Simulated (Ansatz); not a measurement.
# Al: the cost of one run

Method: DFT LDA+D3(BJ), scalar-relativistic, plane waves, PAW, in Ansatz 0.2.0.

29 further runs of the same task are left out: 29 set aside as unsound or not needed.

## 1. The system as given

The structure is hexagonal, space group P6_3/mmc (No. 194). The conventional cell has a = 2.775 Å, b = 2.775 Å, c = 9.107 Å, α = 90.00°, β = 90.00°, γ = 120.00°. Around Al (site symmetry -3m) lie 12 Al at 2.77 to 2.78 Å. Around Al (site symmetry -6m2) lie 12 Al at 2.77 to 2.78 Å.

As a file:

```cif
data_structure
_symmetry_space_group_name_H-M 'P6_3/mmc'
_symmetry_Int_Tables_number 194
_cell_length_a 2.7749
_cell_length_b 2.7749
_cell_length_c 9.1066
_cell_angle_alpha 90.000
_cell_angle_beta 90.000
_cell_angle_gamma 120.000
_cell_volume 60.73
loop_
_atom_site_label
_atom_site_type_symbol
_atom_site_symmetry_multiplicity
_atom_site_Wyckoff_symbol
_atom_site_fract_x
_atom_site_fract_y
_atom_site_fract_z
_atom_site_occupancy
Al1 Al 2 a 0.00000 0.00000 0.00000 1
Al2 Al 2 c 0.33333 0.66667 0.25000 1
```

It goes back to an entry of the Materials Project, which need not be the stable form.

It is the result of an earlier relaxation at this level (volume 15.18 Å³/atom; gap on the mesh: none (metal)).

## 3. The grid

Atoms count from 1 in the order of the input.

One atom moved over a plane, all else fixed.

First coordinate, shift of Al2 along [1 2 0]: 11 values from −0.690 Å. Second coordinate, shift of Al2 along [0 0 1]: 11 values from −0.690 Å.

Nothing else is relaxed (all other atoms fixed). Energies count from the relaxed crystal. Points are written as (first, second).

(The set-up runs are not shown.)

## 4. The run at (−0.138 Å, −0.690 Å)

Contents of input.yaml:

```yaml
crystal:
  lattice:
    - [2.7749349731, 0.0, 0.0]
    - [-1.3874674866, 2.4031641806, 0.0]
    - [0.0, 0.0, 9.1065785902]
  atoms:
    - { symbol: Al, position: [0.0, 0.0, 0.0] }
    - { symbol: Al, position: [0.3046211877, 0.6092423753, 0.1742305995] }
    - { symbol: Al, position: [0.0, 0.0, 0.5] }
    - { symbol: Al, position: [0.6666666667, 0.3333333333, 0.75] }
basis:
  ecutwfc: 420
kpoints:
  mp_grid: { grid: [18, 18, 6] }
hamiltonian:
  xc: lda
  pseudopotentials: { kind: paw, azcp: { folder: soft_1 } }
  dispersion: d3bj
scf:
  occupations: { method: gaussian, width: 0.15 }
output:
  forces: true
  stress: true
  eigenvalues: true
```

On the command line:

```console
$ ansatz run input.yaml --threads 4 --pin off --max-ram 8192MiB --backend cpu --events-out ev --progress --plain --runs-dir out
```

**Question.** How long does this run take on 4 threads of Arm Neoverse V1, shared host, and how much memory does it need?

About 12 s, with a peak of 0.67 GiB.
